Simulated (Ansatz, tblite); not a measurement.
# The cluster Hg₄S₃: one state, many levels

Aim: run the singlet of the cluster Hg₄S₃ at one geometry on many levels, and compare frontier levels, spin and run time.

Computed with Ansatz 0.2.0, Gaussian basis. Level: as each input shows.

The runs, in order: GFN1-xTB, GFN2-xTB, PBE-D4/def2-TZVP, r2SCAN-D4/def2-TZVP, HF/def2-TZVP, LDA/def2-TZVP, r2SCAN0-D4/def2-TZVP, PBE-D4/def2-SVP, PBE0-D4/def2-SVP, MP2/def2-TZVP, RPA/def2-TZVP.

1 further run of the same task is left out (set aside as unsound or not needed). Runs told in other sessions of the task aren't counted.

## (1) The geometry

The geometry is that of the singlet, from an earlier relaxation (r2SCAN-D4/def2-SVP). At that level it is the lowest of the isomers that a small search found.

7 atoms, charge 0, spin multiplicity 1.

Bond lengths: Hg1–S6 2.396 Å, Hg1–S7 2.404 Å, Hg2–Hg3 3.075 Å, Hg2–S5 2.422 Å, Hg2–S6 2.420 Å, Hg4–S5 2.396 Å, Hg4–S7 2.404 Å. Angles: S6–Hg1–S7 158.6°, Hg3–Hg2–S5 102.7°, Hg3–Hg2–S6 102.2°, S5–Hg2–S6 155.2°, S5–Hg4–S7 158.9°, Hg2–S5–Hg4 82.9°, Hg1–S6–Hg2 83.1°, Hg1–S7–Hg4 81.3°.

Hg takes a core potential in the def2 sets. No spin-orbit coupling is included.

PBE0-D4/def2-TZVP was run before; its log isn't repeated, and its numbers join the tables.

## (2) GFN1-xTB

Tight binding, by tblite at 300 K electronic temperature and without a spin-polarisation term:

```python
tblite.interface.Calculator('GFN1-xTB', numbers, positions, charge=0, uhf=0).singlepoint()
```

Energy -400.2542 eV, HOMO -11.26 eV, LUMO -8.43 eV; 0.005 s.

## (3) GFN2-xTB

Tight binding, by tblite at 300 K electronic temperature and without a spin-polarisation term:

```python
tblite.interface.Calculator('GFN2-xTB', numbers, positions, charge=0, uhf=0).singlepoint()
```

Energy -356.4492 eV, HOMO -11.50 eV, LUMO -9.33 eV; 0.006 s.

## (4) PBE-D4/def2-TZVP

start.molden holds the orbitals of an earlier run on this state, given as this run's starting guess.

The input, in.yaml:

```yaml
crystal:
  periodic: [false, false, false]
  atoms:
    - {symbol: Hg, position_ang: [2.166457, 0.617202, 0.050408]}
    - {symbol: Hg, position_ang: [-1.025441, 0.544623, 0.012543]}
    - {symbol: Hg, position_ang: [-3.731350, 2.005187, 0.048267]}
    - {symbol: Hg, position_ang: [0.688697, -2.141673, -0.086806]}
    - {symbol: S, position_ang: [-1.680482, -1.784075, -0.096705]}
    - {symbol: S, position_ang: [0.547045, 2.381598, 0.110414]}
    - {symbol: S, position_ang: [3.035063, -1.622882, -0.038122]}
basis:
  gaussian: {orbitals: def2-TZVP, initial_orbitals: start.molden}
hamiltonian: {xc: pbe, dispersion: d4}
scf: {omitted_lower_state_checks: [starts]}
output: {forces: true, orbitals: {seedname: orbitals}}
```

The run is started by

```
$ ansatz run in.yaml --threads 4 --pin off --events-out ev --progress --plain --max-ram 4787MiB
```

After this run come: r2SCAN-D4/def2-TZVP; HF/def2-TZVP; LDA/def2-TZVP; r2SCAN0-D4/def2-TZVP; PBE-D4/def2-SVP; PBE0-D4/def2-SVP; MP2/def2-TZVP; RPA/def2-TZVP.

Q: Predict the results of all the runs planned. Wanted: gap in def2-TZVP, named functionals and Hartree-Fock, smallest and largest; correlation energy, MP2/def2-TZVP; binding an atom, functionals in def2-TZVP; PBE0 total energy, smallest basis above largest.

**Answer**, as computed:

| quantity | value |
| --- | --- |
| gap in def2-TZVP, named functionals and Hartree-Fock, smallest and largest | 2.12 eV (LDA), 9.11 eV (HF) |
| correlation energy, MP2/def2-TZVP | -63.63 eV |
| binding an atom, functionals in def2-TZVP | 1.30 (r2SCAN0-D4) to 1.81 eV (LDA) |
| PBE0 total energy, smallest basis above largest | 12.56 eV (def2-SVP, def2-TZVP) |

What this shows: Orbital gaps of the named functionals and Hartree-Fock in def2-TZVP span 2.12 eV (LDA) to 9.11 eV (HF); exact exchange widens it.
